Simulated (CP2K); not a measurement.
The system is NiMoIrPdW.

```
Ni Mo Pd Ir W
1.0
     2.74701    0.00000    0.00000
     1.25532    2.44341    0.00000
    -1.84681   -1.12747   10.93218
Ni Mo Pd Ir W
1 1 1 1 1
Direct
  0.49838 0.49838 0.29525
  0.31773 0.31773 0.91207
  0.24733 0.24733 0.49061
  0.74982 0.74982 0.10802
  0.68673 0.68673 0.69406
```

The cell was built by a generator and needn't be a form met in nature.

Program: CP2K 2026.2. Alike in all runs: task band structure; potentials or basis GTH_POTENTIALS Ni GTH-PBE-q18, Pd GTH-PBE-q18, Ir GTH-PBE-q17, W GTH-PBE-q14; POTENTIAL_UZH Mo GTH-PBE-q14; TZVP-MOLOPT-SR-GTH, TZVP-MOLOPT-PBE-GTH basis; spin collinear, ferromagnetic start; cell as given; k mesh 11 × 11 × 3; smearing fermi-dirac 0.05 eV.

Problem. Order these runs on this cell by their pressure, lowest first.
A. level RPBE
B. level PBEsol
C. level LDA

Solution. C (-13.3 GPa), B (-8.6 GPa), A (3.6 GPa).

Caveats: the potentials were made for another functional, which shifts forces and pressure; the basis of atomic orbitals isn't converged, which shifts pressures, moduli and gaps; the total moment is fixed, so each spin has its own Fermi level.
